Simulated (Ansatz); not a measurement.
# CH3BCl2: the cost of one run

Method: the settings change from run to run; program: Ansatz 0.2.0, Gaussian basis.

## (1) The geometry

The geometry comes from an earlier relaxation with PBE0-D4/def2-TZVP; it is a stationary point, not always the lowest conformer.

SMILES `ClBCCl`, 7 atoms, charge 0, spin multiplicity 1.

Atoms are counted from 1 here; the program's logs count them from 0.

Bond lengths: Cl1–B2 1.743 Å, B2–C3 1.562 Å, B2–H5 1.190 Å, C3–Cl4 1.803 Å, C3–H6 1.088 Å, C3–H7 1.088 Å. Angles: Cl1–B2–C3 120.2°, Cl1–B2–H5 118.1°, C3–B2–H5 121.6°, B2–C3–Cl4 96.5°, B2–C3–H6 115.9°, B2–C3–H7 116.8°, Cl4–C3–H6 107.2°, Cl4–C3–H7 107.6°, H6–C3–H7 111.1°.

As a file:

```xyz
7
charge 0, multiplicity 1
Cl   -2.22866    0.09123    0.31471
B    -0.66871    0.30350   -0.43256
C     0.63661    0.00959    0.37367
Cl    0.91907   -1.64226   -0.29266
H    -0.63479    0.63878   -1.57378
H     1.50254    0.61464    0.11233
H     0.53523   -0.08348    1.45248
```

## (2) r2SCAN50/pcseg-2

Options: finite nuclei, D3(BJ) dispersion, the search for lower states set to light.

in.yaml reads:

```yaml
crystal:
  periodic: [false, false, false]
  atoms:
    - {symbol: Cl, position_ang: [-2.228660, 0.091235, 0.314713]}
    - {symbol: B, position_ang: [-0.668712, 0.303495, -0.432555]}
    - {symbol: C, position_ang: [0.636607, 0.009587, 0.373674]}
    - {symbol: Cl, position_ang: [0.919075, -1.642255, -0.292658]}
    - {symbol: H, position_ang: [-0.634786, 0.638782, -1.573783]}
    - {symbol: H, position_ang: [1.502544, 0.614636, 0.112330]}
    - {symbol: H, position_ang: [0.535233, -0.083479, 1.452479]}
basis:
  gaussian: {orbitals: pcseg-2, nuclear_model: gaussian}
hamiltonian: {xc: {name: r2SCAN50}, dispersion: d3bj}
scf: {lower_state_search: light}
```

Run with:

```bash
ansatz run in.yaml --threads 2 --pin off --events-out ev --progress --plain --max-ram 4352MiB
```

Q: Estimate wall time and peak memory on 2 threads of Arm Neoverse V1, shared host.

About 4.3 s, with a peak of 0.29 GiB.
